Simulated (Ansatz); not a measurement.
# C₃H₆SiTe: a ladder of functionals and wavefunction methods

The task here is to estimate one member of a computed series from the others.

Method: functionals in def2-TZVPP, the program's frozen cores in correlated methods; program: Ansatz 0.2.0, Gaussian basis.

Levels to be run: PBE-D4, r2SCAN-D4, PBE0-D4, B3LYP-D4, ωB97X-V, ωB97M-V, B2PLYP; CCSD(T)/def2-TZVPP; MP2/def2-QZVPP; extrapolation to the limit.

## Structure used throughout

An earlier PBE0-D4 in a triple-zeta def2 set relaxation fixed the geometry. Te takes the def2 core potential; no spin-orbit term is included.

11 atoms, charge 0, spin multiplicity 1.

Atoms are counted from 1 here; the program's logs count them from 0.

Bond lengths: C1–C2 1.207 Å, C1–H6 1.066 Å, C2–Si3 1.822 Å, Si3–Te4 2.481 Å, Si3–H7 1.484 Å, Si3–H8 1.483 Å, Te4–C5 2.149 Å, C5–H9 1.088 Å, C5–H10 1.088 Å, C5–H11 1.087 Å. Angles: C2–C1–H6 179.5°, C1–C2–Si3 177.7°, C2–Si3–Te4 109.7°, C2–Si3–H7 107.6°, C2–Si3–H8 110.3°, Te4–Si3–H7 112.0°, Te4–Si3–H8 107.3°, H7–Si3–H8 110.0°, Si3–Te4–C5 93.5°, Te4–C5–H9 106.6°, Te4–C5–H10 109.0°, Te4–C5–H11 109.9°, H9–C5–H10 110.1°, H9–C5–H11 110.1°, H10–C5–H11 111.1°.

The first run:

Input file in.yaml:

```yaml
crystal:
  periodic: [false, false, false]
  atoms:
    - {symbol: C, position_ang: [-1.562293, 0.815009, 1.871663]}
    - {symbol: C, position_ang: [-0.731578, 0.008607, 1.531245]}
    - {symbol: Si, position_ang: [0.525657, -1.176755, 0.951814]}
    - {symbol: Te, position_ang: [0.301525, -1.503840, -1.497480]}
    - {symbol: C, position_ang: [0.405181, 0.600935, -1.920508]}
    - {symbol: H, position_ang: [-2.298100, 1.521950, 2.180426]}
    - {symbol: H, position_ang: [1.857044, -0.633286, 1.319591]}
    - {symbol: H, position_ang: [0.321389, -2.497881, 1.593439]}
    - {symbol: H, position_ang: [0.209024, 0.714244, -2.985090]}
    - {symbol: H, position_ang: [-0.358781, 1.115748, -1.342493]}
    - {symbol: H, position_ang: [1.396435, 0.978270, -1.681907]}
basis:
  gaussian: {orbitals: def2-TZVPP}
hamiltonian: {xc: pbe, dispersion: d4}
output: {forces: true, orbitals: {seedname: orbitals}}
```

Started as:

```sh
$ ansatz run in.yaml --threads 4 --pin off --events-out ev --progress --plain --max-ram 10444MiB
```

Steps of the session up to this table: PBE-D4 (GGA); r2SCAN-D4 (meta-GGA); PBE0-D4 (hybrid); B3LYP-D4 (hybrid); ωB97X-V (range-separated); ωB97M-V (range-separated); B2PLYP (double hybrid); CCSD(T) in def2-TZVPP; MP2 in def2-QZVPP.

One of the session's tables, all rows but one given; the rest of the session is left out.

| method | atomisation energy (kJ/mol) |
| --- | --- |
| PBE-D4 | 4103.6 |
| r2SCAN-D4 | 4028.9 |
| PBE0-D4 | 4035.5 |
| B3LYP-D4 | 4025.3 |
| ωB97X-V | 4027.0 |
| ωB97M-V | 4020.1 |
| B2PLYP | 3983.4 |
| HF/def2-TZVPP | ? |
| MP2/def2-TZVPP | 3989.8 |
| CCSD/def2-TZVPP | 3852.3 |
| CCSD(T)/def2-TZVPP | 3923.5 |
| MP2/CBS | 4109.4 |
| CCSD(T)/CBS | 4043.0 |

Estimate the missing values for HF/def2-TZVPP.

The run gave: atomisation energy (kJ/mol): 2933.3. In the column «atomisation energy (kJ/mol)» it is the lowest.

Among the levels timed on like hardware and quicker than the yardstick, those that no quicker one beats, quickest first: PBE-D4 (3.2 s, +60.6 kJ/mol); PBE0-D4 (4.2 s, -7.6 kJ/mol).

B2PLYP carry no dispersion term (for B3LYP, D4 adds 46.8 kJ/mol).

Caveats from the session: Free atoms (3 C, 1 Si, 1 Te, 6 H) were run apart at each level; the atomisation energy is their sum less the molecule, without zero-point or spin-orbit terms. All levels share the lack of spin-orbit coupling, which lowers the free heavy atoms and so the true binding.
